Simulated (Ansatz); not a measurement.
# AlIr: the cost of one run

Method: DFT PBEsol, frozen-core PAW, scalar-relativistic unless said, in Ansatz 0.2.0.

## 1. The system as given

Symmetry: Pm-3m, No. 221, cubic system. The conventional cell has a = 2.995 Å, b = 2.995 Å, c = 2.995 Å, α = 90.00°, β = 90.00°, γ = 90.00°. Around Al (site symmetry m-3m) lie 8 Ir at 2.59 Å. Ir (site symmetry m-3m) is surrounded by 8 Al at 2.59 Å.

Structure file:

```cif
data_structure
_symmetry_space_group_name_H-M 'P 1'
_symmetry_Int_Tables_number 1
_cell_length_a 2.9946
_cell_length_b 2.9946
_cell_length_c 2.9946
_cell_angle_alpha 90.000
_cell_angle_beta 90.000
_cell_angle_gamma 90.000
_cell_volume 26.85
loop_
_atom_site_label
_atom_site_type_symbol
_atom_site_fract_x
_atom_site_fract_y
_atom_site_fract_z
_atom_site_occupancy
Al1 Al 0.00000 0.00000 0.00000 1
Ir1 Ir 0.50000 0.50000 0.50000 1
```

Cartesian axes are those of the input's lattice vectors. The structure goes back to a database entry.

## 2. Cell and atoms relaxed, PAW

Input file input.yaml:

```yaml
crystal:
  lattice:
    - [2.99455485, 0.0, 0.0]
    - [0.0, 2.99455485, 0.0]
    - [0.0, 0.0, 2.99455485]
  atoms:
    - { symbol: Al, position: [0.0, 0.0, 0.0] }
    - { symbol: Ir, position: [0.5, 0.5, 0.5] }
kpoints:
  mp_grid: { grid: [16, 16, 16] }
scf:
  occupations: { method: fermi_dirac, width: 0.08 }
hamiltonian:
  xc: pbesol
  pseudopotentials: { kind: paw }
relax:
  f_tol: 0.002
  max_steps: 80
  cell: {}
output:
  forces: true
  stress: true
```

Command:

```console
$ ansatz run input.yaml --threads 1 --pin off --max-ram 3072MiB --backend cpu --events-out ev --progress --plain --runs-dir out
```

What time and memory should one allow on 1 thread of Arm Neoverse V1, shared host?

About 13 s, with a peak of 0.35 GiB.
